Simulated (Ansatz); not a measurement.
Geometry optimisation, DFT LDA, scalar-relativistic, plane waves, PAW in Ansatz.

Input file:

```yaml
accuracy: low
crystal:
  lattice:
    - [0.0, 5.66, 5.66]
    - [5.66, 0.0, 5.66]
    - [5.66, 5.66, 0.0]
  atoms:
    - { symbol: Ge, position: [0.0, 0.0, 0.0] }
    - { symbol: Ge, position: [0.125, 0.125, 0.125] }
    - { symbol: Ge, position: [0.0, 0.0, 0.5] }
    - { symbol: Ge, position: [0.125, 0.125, 0.625] }
    - { symbol: Ge, position: [0.0, 0.5, 0.0] }
    - { symbol: Ge, position: [0.125, 0.625, 0.125] }
    - { symbol: Ge, position: [0.0, 0.5, 0.5] }
    - { symbol: Ge, position: [0.125, 0.625, 0.625] }
    - { symbol: Ge, position: [0.5, 0.0, 0.0] }
    - { symbol: Ge, position: [0.625, 0.125, 0.125] }
    - { symbol: Ge, position: [0.5, 0.0, 0.5] }
    - { symbol: Ge, position: [0.625, 0.125, 0.625] }
    - { symbol: Ge, position: [0.5, 0.5, 0.0] }
    - { symbol: Ge, position: [0.625, 0.625, 0.125] }
    - { symbol: Ge, position: [0.5, 0.5, 0.5] }
    - { symbol: Ge, position: [0.625, 0.625, 0.625] }
    - { symbol: F, position: [0.0603819, 0.3091273, 0.3131368] }
basis:
  ecutwfc: 420.0
kpoints:
  mp_grid: { grid: [2, 2, 2] }
hamiltonian:
  xc: lda
scf:
  occupations: { method: fermi_dirac, width: 0.15 }
  lower_state_search: "off"
relax:
  f_tol: 0.08
  max_steps: 25
  adjacent_minimum: "off"
```

Command:

```bash
$ ansatz run input.yaml --threads 2 --pin off --max-ram 5120MiB --backend cpu --events-out ev --progress --plain --runs-dir out
```

Q: Where does it end, and by what steps?

A: The forces met the threshold. The force dipped under the threshold on the way, but the program's further checks kept it going. Limits of this set-up: coarse k mesh, odd electron count without spin, a small cell, in which the defect meets its images, a typed lattice constant that wasn't relaxed here, low accuracy level. After 10 steps the energy has fallen by 0.578 eV; F17 moved furthest, 1.13 Å.

| step | energy less start (eV) | largest force component (eV/Å) | accepted |
| --- | --- | --- | --- |
| 0 | 0.0000 | 0.605 | yes |
| 1 | -0.0805 | 0.130 | yes |
| 2 | -0.0917 | 0.066 | yes |
| 3 | -0.0970 | 0.084 | yes |
| 4 | -0.1519 | 0.222 | yes |
| 5 | -0.2613 | 0.318 | yes |
| 6 | -0.3946 | 0.319 | yes |
| 7 | -0.5052 | 0.220 | yes |
| 8 | -0.5704 | 0.071 | yes |
| 9 | -0.5704 | 0.071 | yes |
| 10 | -0.5779 | 0.021 | yes |

```xyz
17
Lattice="0.0000 5.6600 5.6600 5.6600 0.0000 5.6600 5.6600 5.6600 0.0000" Properties=species:S:1:pos:R:3
Ge -0.056 0.055 0.054
Ge 1.369 1.458 1.457
Ge 2.795 2.864 0.047
Ge 4.200 4.290 1.457
Ge 2.795 0.050 2.862
Ge 4.201 1.458 4.290
Ge 5.608 2.862 2.861
Ge 7.038 4.280 4.278
Ge -0.055 2.861 2.860
Ge 1.371 4.288 4.287
Ge 2.797 5.714 2.860
Ge 4.205 7.114 4.286
Ge 2.798 2.861 5.713
Ge 4.205 4.287 7.113
Ge 5.621 5.697 5.696
Ge 7.032 7.114 7.112
F 4.199 1.461 1.460
```

Whether the end is a true minimum wasn't checked by a vibrational analysis.

The run took 91 s on 2 threads of Intel(R) Xeon(R) Platinum 8259CL CPU @ 2.50GHz (Skylake/Cascade Lake) (shared host), peak memory 0.96 GiB.
